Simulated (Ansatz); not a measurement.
# C2H8B2O: a ladder of functionals and wavefunction methods

The task here is to estimate one member of a computed series from the others.

Program: Ansatz 0.2.0, Gaussian basis. Level of theory: functionals in def2-TZVPP, the program's frozen cores in correlated methods. These are calculated values, not measurements.

Levels to be run: PBE-D4, r2SCAN-D4, PBE0-D4, B3LYP-D4, ωB97X-V, ωB97M-V, B2PLYP; CCSD(T)/def2-TZVPP; MP2/def2-QZVPP; extrapolation to the limit.

**The geometry**

The geometry comes from an earlier relaxation with PBE0-D4 in a triple-zeta def2 set; it is a stationary point, not always the lowest conformer.

SMILES `BB(C)OC`, 13 atoms, charge 0, spin multiplicity 1.

Atoms are counted from 1 here; the program's logs count them from 0.

Bond lengths: B1–B2 1.685 Å, B1–H6 1.201 Å, B1–H7 1.201 Å, B2–C3 1.577 Å, B2–O4 1.357 Å, C3–H8 1.097 Å, C3–H9 1.093 Å, C3–H10 1.094 Å, O4–C5 1.408 Å, C5–H11 1.093 Å, C5–H12 1.092 Å, C5–H13 1.097 Å. Angles: B2–B1–H6 122.6°, B2–B1–H7 122.1°, H6–B1–H7 115.1°, B1–B2–C3 119.2°, B1–B2–O4 124.4°, C3–B2–O4 116.4°, B2–C3–H8 108.9°, B2–C3–H9 111.7°, B2–C3–H10 113.2°, H8–C3–H9 107.7°, H8–C3–H10 106.1°, H9–C3–H10 108.9°, B2–O4–C5 121.7°, O4–C5–H11 109.6°, O4–C5–H12 109.2°, O4–C5–H13 112.0°, H11–C5–H12 108.7°, H11–C5–H13 108.7° and more.

Geometry (Å):

```xyz
13
charge 0, multiplicity 1
B     0.41627    1.54402    0.19889
B     0.13466   -0.10735    0.38074
C     0.61929   -0.83059    1.69505
O    -0.47935   -0.88711   -0.54529
C    -0.91978   -0.36508   -1.77688
H     1.45445    1.98102   -0.21723
H    -0.37700    2.37055    0.55991
H     1.69936   -1.00948    1.62545
H     0.12959   -1.79894    1.82698
H     0.46869   -0.23175    2.59785
H    -0.35466   -0.82402   -2.59165
H    -1.97829   -0.59970   -1.90886
H    -0.79263    0.72362   -1.83017
```

Set-up of the first run:

Contents of in.yaml:

```yaml
crystal:
  periodic: [false, false, false]
  atoms:
    - {symbol: B, position_ang: [0.416270, 1.544023, 0.198893]}
    - {symbol: B, position_ang: [0.134658, -0.107352, 0.380741]}
    - {symbol: C, position_ang: [0.619291, -0.830589, 1.695053]}
    - {symbol: O, position_ang: [-0.479353, -0.887113, -0.545291]}
    - {symbol: C, position_ang: [-0.919779, -0.365078, -1.776877]}
    - {symbol: H, position_ang: [1.454450, 1.981024, -0.217233]}
    - {symbol: H, position_ang: [-0.377001, 2.370549, 0.559913]}
    - {symbol: H, position_ang: [1.699364, -1.009480, 1.625454]}
    - {symbol: H, position_ang: [0.129593, -1.798937, 1.826978]}
    - {symbol: H, position_ang: [0.468691, -0.231753, 2.597852]}
    - {symbol: H, position_ang: [-0.354663, -0.824021, -2.591653]}
    - {symbol: H, position_ang: [-1.978289, -0.599697, -1.908859]}
    - {symbol: H, position_ang: [-0.792634, 0.723624, -1.830173]}
basis:
  gaussian: {orbitals: def2-TZVPP}
hamiltonian: {xc: pbe, dispersion: d4}
output: {forces: true, orbitals: {seedname: orbitals}}
```

Launch:

```console
$ ansatz run in.yaml --threads 4 --pin off --events-out ev --progress --plain --max-ram 10444MiB
```

Among the steps run: PBE-D4 (GGA); r2SCAN-D4 (meta-GGA); PBE0-D4 (hybrid); B3LYP-D4 (hybrid); ωB97X-V (range-separated); ωB97M-V (range-separated); B2PLYP (double hybrid); CCSD(T) in def2-TZVPP; MP2 in def2-QZVPP.

One of the session's tables, all rows but one given; the rest of the session is left out.

```
            method  atomisation energy (eV)
            PBE-D4                   52.458
         r2SCAN-D4                   51.858
           PBE0-D4                   51.795
          B3LYP-D4                   51.757
           ωB97X-V                   51.635
           ωB97M-V                   51.748
            B2PLYP                   51.195
     HF/def2-TZVPP                   39.447
    MP2/def2-TZVPP                        ?
   CCSD/def2-TZVPP                   49.707
CCSD(T)/def2-TZVPP                   50.289
           MP2/CBS                   52.030
       CCSD(T)/CBS                   51.345
```

**Question.** Estimate the row for MP2/def2-TZVPP.

**Answer.** atomisation energy (eV): 50.973. In the column «atomisation energy (eV)» it lies between CCSD(T)/def2-TZVPP (50.289) and B2PLYP (51.195).
